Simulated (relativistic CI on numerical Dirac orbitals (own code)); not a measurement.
# Sb²¹⁺: one ion under different settings

Aim: see what numerical and physical settings do to the SCF, the total energy and the lowest levels of Sb²¹⁺.

Method: Dirac-Coulomb-Breit CI, KLI orbitals optimised for each configuration, model QED (radiative potential, 1s self-energy scaled to tabulated hydrogen-like ionisation energies), numerical settings as typed. Code: relativistic CI on numerical Dirac orbitals (own code) version 3.

**1. The system**

- ion: Sb²¹⁺ (Sb XXII)
- nuclear charge: 51
- electrons: 30
- isotope: A = 121

**2. Usual settings**

The run's settings:

```ini
atom Sb  Z=51  charge=21  electrons=30
nucleus A=121  rms_radius_fm=4.6802
hamiltonian dirac-coulomb  breit=on  qed=on  c_scale=1
orbitals kli  potential=per-configuration
slater_scale 1
correlation none
mixing on
grid step=0.0125 r_max=6.8
scf mixing=0.4 start=green max_iterations=150 tolerance=2e-08 node_fill=0.05
configurations
  [Ar] 3d10 4s2
  [Ar] 3d10 4s 4p
  [Ar] 3d10 4p2
  [Ar] 3d10 4s 4d
  [Ar] 3d10 4d2
end
```

Launch:

```sh
python run_levels.py task.json out
```

The settings of every run stand in task.json; they run in order.

**3. Grid step 0.03**

Changes to the settings of step 2:

```diff
@@ -7,3 +7,3 @@
 mixing on
-grid step=0.0125 r_max=6.8
+grid step=0.03 r_max=6.8
 scf mixing=0.4 start=green max_iterations=150 tolerance=2e-08 node_fill=0.05
```

**4. Potential mixing 0.9, grid step 0.008, Slater scale 0.6**

The run's settings:

```ini
atom Sb  Z=51  charge=21  electrons=30
nucleus A=121  rms_radius_fm=4.6802
hamiltonian dirac-coulomb  breit=on  qed=on  c_scale=1
orbitals kli  potential=per-configuration
slater_scale 0.6
correlation none
mixing on
grid step=0.008 r_max=6.8
scf mixing=0.9 start=green max_iterations=150 tolerance=2e-08 node_fill=0.05
configurations
  [Ar] 3d10 4s2
  [Ar] 3d10 4s 4p
  [Ar] 3d10 4p2
  [Ar] 3d10 4s 4d
  [Ar] 3d10 4d2
end
```

**5. QED terms off, speed-of-light factor 2, potential mixing 0.7**

The run's settings:

```ini
atom Sb  Z=51  charge=21  electrons=30
nucleus A=121  rms_radius_fm=4.6802
hamiltonian dirac-coulomb  breit=on  qed=off  c_scale=2
orbitals kli  potential=per-configuration
slater_scale 1
correlation none
mixing on
grid step=0.0125 r_max=6.8
scf mixing=0.7 start=green max_iterations=150 tolerance=2e-08 node_fill=0.05
configurations
  [Ar] 3d10 4s2
  [Ar] 3d10 4s 4p
  [Ar] 3d10 4p2
  [Ar] 3d10 4s 4d
  [Ar] 3d10 4d2
end
```

**6. QED terms off, Breit term off**

The run's settings:

```ini
atom Sb  Z=51  charge=21  electrons=30
nucleus A=121  rms_radius_fm=4.6802
hamiltonian dirac-coulomb  breit=off  qed=off  c_scale=1
orbitals kli  potential=per-configuration
slater_scale 1
correlation none
mixing on
grid step=0.0125 r_max=6.8
scf mixing=0.4 start=green max_iterations=150 tolerance=2e-08 node_fill=0.05
configurations
  [Ar] 3d10 4s2
  [Ar] 3d10 4s 4p
  [Ar] 3d10 4p2
  [Ar] 3d10 4s 4d
  [Ar] 3d10 4d2
end
```

**7. Slater scale -1**

The run's settings:

```ini
atom Sb  Z=51  charge=21  electrons=30
nucleus A=121  rms_radius_fm=4.6802
hamiltonian dirac-coulomb  breit=on  qed=on  c_scale=1
orbitals kli  potential=per-configuration
slater_scale -1
correlation none
mixing on
grid step=0.0125 r_max=6.8
scf mixing=0.4 start=green max_iterations=77 tolerance=2e-08 node_fill=0.05
configurations
  [Ar] 3d10 4s2
  [Ar] 3d10 4s 4p
  [Ar] 3d10 4p2
  [Ar] 3d10 4s 4d
  [Ar] 3d10 4d2
end
```

(Steps that only read results are left out.)

What does the calculation give? Wanted: lowest level, usual settings; total energy; first excitation.

The runs gave:

| setting | total energy less usual (Ha) | largest shift of a level among the lowest eight of both runs, same label and place (cm⁻¹) | SCF iterations | time | lowest level | kind of change |
| --- | --- | --- | --- | --- | --- | --- |
| usual | 0 | 0 | 50 | 0.28 s | 4s2 1S0 | - |
| grid step 0.03 | 0.000304 | 0.0566 | 50 | 0.14 s | 4s2 1S0 | numerical |
| potential mixing 0.9, grid step 0.008, Slater scale 0.6 | 0.0386 | 41700 | 38 | 0.36 s | 4s2 1S0 | model term |
| QED terms off, speed-of-light factor 2, potential mixing 0.7 | 120 | 109000 | 45 | 0.23 s | 4s2 1S0 | unphysical constant |
| QED terms off, Breit term off | -7.81 | 2560 | 50 | 0.22 s | 4s2 1S0 | model term |
| Slater scale -1 | -0.0184 | 68500 | 50 | 0.27 s | 4s2 1S0 | unsound |

| quantity | value |
| --- | --- |
| lowest level, usual settings | 4s2 1S0 |
| total energy | -6283.0143 Ha |
| first excitation | 326051 cm⁻¹ |

**Reading.** Among the runs whose levels can be followed, they move most under «QED terms off, speed-of-light factor 2, potential mixing 0.7» (unphysical constant), by up to 109000 cm⁻¹. Only the listed configurations are in the model.
